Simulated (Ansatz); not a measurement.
**HF/3-21G run of SnNH4Cl (SMILES [NH2][SnH2][Cl])**

Aim: the electronic atomisation energy of SnNH4Cl at HF/3-21G, from 5 runs. 

The results are computed with Ansatz 0.2.0.

59 further runs of the same task are left out: 1 that didn't finish, 58 set aside as unsound or not needed.

### Step 1. The system as given

SnNH4Cl has 7 atoms, charge 0, and is taken as a singlet. As SMILES, `[NH2][SnH2][Cl]`. Geometry: relaxed at PBE0-D4/def2-TZVP. This is one conformer, not always the lowest.

Bond lengths: N1–Sn2 2.002 Å, Sn2–Cl3 2.335 Å, N1–H4 1.009 Å, N1–H5 1.009 Å, Sn2–H6 1.700 Å, Sn2–H7 1.700 Å. Angles: N1–Sn2–Cl3 106.6°, N1–Sn2–H6 110.9°, N1–Sn2–H7 110.9°, Cl3–Sn2–H6 105.3°, Cl3–Sn2–H7 105.3°, Sn2–N1–H4 116.4°, Sn2–N1–H5 116.4°, H6–Sn2–H7 117.0°, H4–N1–H5 109.9°.

### Step 2. A single-point energy at HF/3-21G

job.yaml reads:

```yaml
crystal:
  periodic: [false, false, false]
  atoms:
    - {symbol: N, position_ang: [-0.972800, -0.020100, -0.835200]}
    - {symbol: Sn, position_ang: [0.562300, 0.041400, 0.449100]}
    - {symbol: Cl, position_ang: [0.846400, -2.133500, 1.251000]}
    - {symbol: H, position_ang: [-1.803500, 0.485500, -0.566500]}
    - {symbol: H, position_ang: [-0.756400, 0.165200, -1.803000]}
    - {symbol: H, position_ang: [0.172800, 0.976800, 1.814600]}
    - {symbol: H, position_ang: [2.012400, 0.416800, -0.355700]}
basis:
  gaussian:
    orbitals: 3-21G-spherical.json
hamiltonian:
  xc: hf
accuracy: high
output: {orbitals: {seedname: orbitals}}
```

The basis set 3-21G is read from a file made from the Basis Set Exchange's data (not shown).

Started as:

```console
$ ansatz run job.yaml --threads 1 --pin off --max-ram 3480MiB --events-out events.jsonl --progress --plain --runs-dir runs
```

What it wrote:

```text
Warning: RAYON_NUM_THREADS=1 ignored (pool sized by the plan → 1); use --threads N
Functional definition: HF
  name "HF"
  exchange = exact_x
  correlation = 0
1326 factors; integrals over basis functions are off by at most 9.1e-9 eV
mean field evaluation 1: about -177146.4176 eV, gradient 2.8e1 eV
mean field evaluation 2: about -177146.5885 eV, gradient 2.9e1 eV
mean field evaluation 4: about -177148.4976 eV, gradient 1.8e0 eV
mean field evaluation 8: about -177148.5158 eV, gradient 1.3e-1 eV
mean field evaluation 16: about -177148.5159 eV, gradient 4.2e-8 eV
mean field -177148.51593795 eV, -6510.0878851430 hartree, gradient 4.2e-8 eV, S^2 0.000000; 0 other end points of the search recorded, 0 dependent functions left out
reference -177148.51593795 eV, -6510.0878851430 hartree; 39, 39 occupied and 22, 22 virtual orbitals, 1326 factors
Total energy: -177148.51593795 eV, -6510.0878851430 hartree
```

Wall time 0.96 s (1 thread of AMD EPYC 9R45 (Zen 5), shared host); peak memory 0.18 GiB.

### Step 3. The Cl atom at the same level

molecule.yaml reads:

```yaml
crystal:
  periodic: [false, false, false]
  atoms:
    - symbol: Cl
      position_ang: [0.000000, 0.000000, 0.000000]
basis:
  gaussian: {orbitals: 3-21G.json}
magnetization: {spin_polarized: true, initial_magnetization: 1}
hamiltonian: {xc: hf}
accuracy: high
```

The basis set 3-21G is read from a file made from the Basis Set Exchange's data (not shown).

Run the same way, it converges to -457.27655 Eh (log not shown).

### Step 4. The H atom, same level

molecule.yaml reads:

```yaml
crystal:
  periodic: [false, false, false]
  atoms:
    - {symbol: H, position_ang: [0.000000, 0.000000, 0.000000]}
basis:
  gaussian:
    orbitals: 3-21G.json
magnetization:
  spin_polarized: true
  initial_magnetization: 1
hamiltonian:
  xc: hf
accuracy: high
```

The basis set 3-21G is read from a file made from the Basis Set Exchange's data (not shown).

Started as:

```console
$ ansatz run molecule.yaml --threads 1 --pin off --max-ram 3480MiB --events-out events.jsonl --progress --plain --runs-dir runs
```

What it wrote:

```text
Warning: RAYON_NUM_THREADS=1 ignored (pool sized by the plan → 1); use --threads N
[... 4 set-up lines as earlier in the session ...]
3 factors; integrals over basis functions are off by at most 5.6e-10 eV
mean field evaluation 1: about -13.4868 eV, gradient 1.3e0 eV
mean field evaluation 2: about -13.4868 eV, gradient 1.3e0 eV
mean field evaluation 4: about -13.5023 eV, gradient 2.1e-5 eV
mean field evaluation 8: about -13.5023 eV, gradient 1.0e-12 eV
mean field -13.50225274 eV, -0.4961986360 hartree, gradient 4.5e-8 eV, S^2 0.750000; 0 other end points of the search recorded, 0 dependent functions left out
reference -13.50225274 eV, -0.4961986360 hartree; 1, 0 occupied and 1, 2 virtual orbitals, 3 factors
Total energy: -13.50225274 eV, -0.4961986360 hartree
```

Wall time 0.04 s (1 thread of AMD EPYC 9R45 (Zen 5), shared host).

### Step 5. The N atom at the same level

input.yaml reads:

```yaml
crystal:
  periodic: [false, false, false]
  atoms:
    - {symbol: "N", position_ang: [0.000000, 0.000000, 0.000000]}
basis:
  gaussian:
    orbitals: 3-21G.json
magnetization:
  spin_polarized: true
  initial_magnetization: 3
hamiltonian:
  xc: hf
accuracy: high
```

The basis set 3-21G is read from a file made from the Basis Set Exchange's data (not shown).

Started as:

```console
$ ansatz run input.yaml --threads 1 --pin off --max-ram 3480MiB --events-out events.jsonl --progress --plain --runs-dir runs
```

What it wrote:

```text
Warning: RAYON_NUM_THREADS=1 ignored (pool sized by the plan → 1); use --threads N
[... 4 set-up lines as earlier in the session ...]
42 factors; integrals over basis functions are off by at most 1.2e-8 eV
mean field evaluation 1: about -1472.2003 eV, gradient 4.6e0 eV
mean field evaluation 2: about -1472.2017 eV, gradient 4.6e0 eV
mean field evaluation 4: about -1472.2826 eV, gradient 9.3e-2 eV
mean field evaluation 8: about -1472.2827 eV, gradient 6.7e-6 eV
mean field -1472.28267610 eV, -54.1053903978 hartree, gradient 2.8e-8 eV, S^2 3.751604; 0 other end points of the search recorded, 0 dependent functions left out
reference -1472.28267610 eV, -54.1053903978 hartree; 5, 2 occupied and 4, 7 virtual orbitals, 42 factors
Total energy: -1472.28267610 eV, -54.1053903978 hartree
```

It took 0.04 s on 1 thread of AMD EPYC 9R45 (Zen 5), shared host.

### Step 6. The Sn atom at the same level

run.yaml reads:

```yaml
crystal:
  periodic: [false, false, false]
  atoms:
    - {symbol: Sn, position_ang: [0.000000, 0.000000, 0.000000]}
basis:
  gaussian:
    orbitals: 3-21G-spherical.json
magnetization:
  spin_polarized: true
  initial_magnetization: 2
hamiltonian:
  xc: hf
accuracy: high
```

The basis set 3-21G is read from a file made from the Basis Set Exchange's data (not shown).

Started as:

```console
$ ansatz run run.yaml --threads 1 --pin off --max-ram 3480MiB --events-out events.jsonl --progress --plain --runs-dir runs
```

What it wrote:

```text
Warning: RAYON_NUM_THREADS=1 ignored (pool sized by the plan → 1); use --threads N
[... 4 set-up lines as earlier in the session ...]
289 factors; integrals over basis functions are off by at most 4.8e-9 eV
mean field evaluation 1: about -163166.6686 eV, gradient 2.3e0 eV
mean field evaluation 2: about -163166.6874 eV, gradient 2.3e0 eV
mean field evaluation 4: about -163166.7721 eV, gradient 9.7e-2 eV
mean field evaluation 8: about -163166.7722 eV, gradient 2.8e-5 eV
mean field evaluation 16: about -163166.7722 eV, gradient 3.3e-2 eV
mean field evaluation 32: about -163166.7722 eV, gradient 7.3e-5 eV
mean field -163166.77221360 eV, -5996.2682804392 hartree, gradient 1.8e-8 eV, S^2 2.000599; 3 other end points of the search recorded, 0 dependent functions left out
reference -163166.77221360 eV, -5996.2682804392 hartree; 26, 24 occupied and 5, 7 virtual orbitals, 289 factors
Total energy: -163166.77221360 eV, -5996.2682804392 hartree
```

It took 0.2 s on 1 thread of AMD EPYC 9R45 (Zen 5), shared host.

### Step 7. Results

At HF/3-21G:

```
                     quantity           value
       molecule: total energy  -6510.08789 Eh
        molecule: HOMO energy       -10.90 eV
        molecule: LUMO energy         2.77 eV
      molecule: HOMO–LUMO gap        13.67 eV
        Cl atom: total energy   -457.27655 Eh
                Cl atom: ⟨S²⟩           0.750
         H atom: total energy     -0.49620 Eh
                 H atom: ⟨S²⟩           0.750
         N atom: total energy    -54.10539 Eh
                 N atom: ⟨S²⟩           3.752
        Sn atom: total energy  -5996.26828 Eh
                Sn atom: ⟨S²⟩           2.001
electronic atomisation energy       12.323 eV
```

**Reading.** Taking the molecule apart into free atoms costs 12.32 eV (1189 kJ/mol), before zero-point energy and without spin-orbit coupling. Hartree–Fock lacks the correlation of the bonding pairs, which as a rule makes this value much too low; in minimal bases other errors can mask that. The basis has no polarisation functions, which makes bonds too weak. Relativity is left out (molecule) although the molecule holds a heavy atom. Relativity is left out (Sn atom) although the molecule holds a heavy atom.
